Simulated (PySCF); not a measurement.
**C₂H₃F₅OSi: electronic excitations**

Wanted: the electronic excitations of C₂H₃F₅OSi (`O[SiH2]C(F)(F)C(F)(F)F`), by calculation.

The runs use PySCF 2.14.0, with density-fitted response routines of our own; the level of theory stands in each step. All values are computed, except where a source is named. Atoms are numbered from 0 throughout.

**1. The molecule as given**

12 atoms, charge 0, multiplicity 1; geometry from: GFN2-xTB.

Bonds of the start (Å): O0–Si1 1.60, Si1–C2 1.95, C2–F3 1.36, C2–F4 1.37, C2–C5 1.53, C5–F6 1.34, C5–F7 1.33, C5–F8 1.34, O0–H9 0.96, Si1–H10 1.45, Si1–H11 1.46.

**2. Ultraviolet spectrum: B3LYP/def2-SVPD**

What the job is given:

```
{"job": {"kind": "uv", "xc": "B3LYP", "basis": "def2-SVPD", "nstates": 8, "ntriplets": 3}, "charge": 0, "multiplicity": 1}
O      1.868972     0.226671     0.937730
Si     1.195095    -0.875042    -0.014168
C     -0.483485    -0.165534    -0.721701
F     -1.284303    -1.150872    -1.208996
F     -0.249011     0.675394    -1.773744
C     -1.278797     0.620261     0.317647
F     -0.587597     1.710417     0.691841
F     -2.476703     1.034659    -0.086893
F     -1.461453    -0.116533     1.420518
H      1.975813     1.162913     0.777262
H      0.841203    -1.968744     0.867437
H      1.941464    -1.154276    -1.232961
```

Method: TDDFT B3LYP/def2-SVPD, vertical, gas phase, core orbitals frozen in the response.

Started as:

```console
> OMP_NUM_THREADS=1 python probes_run.py task.json out
```

This one command runs all jobs of the session in turn.

What will the session give for the following? lowest singlet (B3LYP/def2-SVPD); brightest single state of those computed; lowest triplet; surface potential, 1st and 99th percentile. Wanted: lowest singlet; brightest single state of those computed; lowest triplet; surface potential, 1st and 99th percentile.

The runs gave:

| quantity | value |
| --- | --- |
| lowest singlet (B3LYP/def2-SVPD) | 7.01 eV (177 nm), f = 0.002 |
| brightest single state of those computed | state 7, 8.80 eV, f = 0.114 |
| lowest triplet | 6.63 eV |
| surface potential, 1st and 99th percentile | -0.71 V and 2.63 V |

In words: The first singlet state (HOMO→LUMO 0.98) lies at 7.01 eV and is weak; of the 8 states computed, the strongest absorption comes from state 7 at 8.80 eV. The lowest triplet lies 0.38 eV below the lowest singlet (triplets in Tamm-Dancoff, singlets in full TDDFT). At B3LYP/def2-SVPD, counted by nearest atom on the grid, the HOMO lies on C2 27 %; O0 18 %, the LUMO on H9 23 %; H10, H11 about 13 % each.
